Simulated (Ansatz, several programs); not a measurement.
An 8-atom cell of ZnS started from a crystallographic database, relaxed with r2SCAN in Ansatz (plane waves, PAW): the symmetry is P6_3mc (No. 186, hexagonal); conventional cell a = 3.808 Å, c = 12.466 Å, 19.56 Å³ an atom. Zn is surrounded by 4 S at 2.33 Å; Zn is surrounded by 4 S at 2.33–2.34 Å; S is surrounded by 4 Zn at 2.33 Å; S is surrounded by 4 Zn at 2.33–2.34 Å. The cell was then scaled with its shape and fractional coordinates held, which makes it stiffer than a relaxed compression. Calculated for a static, non-magnetic cell.

| V (Å³/atom) | E (meV/atom) |
| --- | --- |
| 18.391 | 19.65 |
| 18.978 | 4.74 |
| 19.565 | 0.00 |
| 20.738 | 15.23 |

Q: Pass a cubic E = c₀ + c₁u + c₂u² + c₃u³, with u = V − 19.418 Å³, through these points.

A: c₀ = 0.31, c₁ = -4.032, c₂ = 13.187, c₃ = -1.1898 (meV and Å³).

Q: Where is the minimum, and what bulk modulus follows?

A: dE/du = 0 at u = +0.156, so V₀ = 19.57 Å³. B = V₀ d²E/dV² = 19.57 × (2c₂ + 6c₃u) = 19.57 × 25.259 = 494 meV/Å³, and 1 meV/Å³ is 0.16022 GPa: 79 GPa. A third-order Birch-Murnaghan fit to all five points gives 19.58 Å³ and 78 GPa.

Q: Predict the energy and the pressure at the withheld volume, 20.151 Å³.

A: With u = +0.733: E ≈ 3.97 meV and P = −dE/dV ≈ -2.14 GPa. The run gives 3.93 meV and, from its stress, -2.13 GPa.
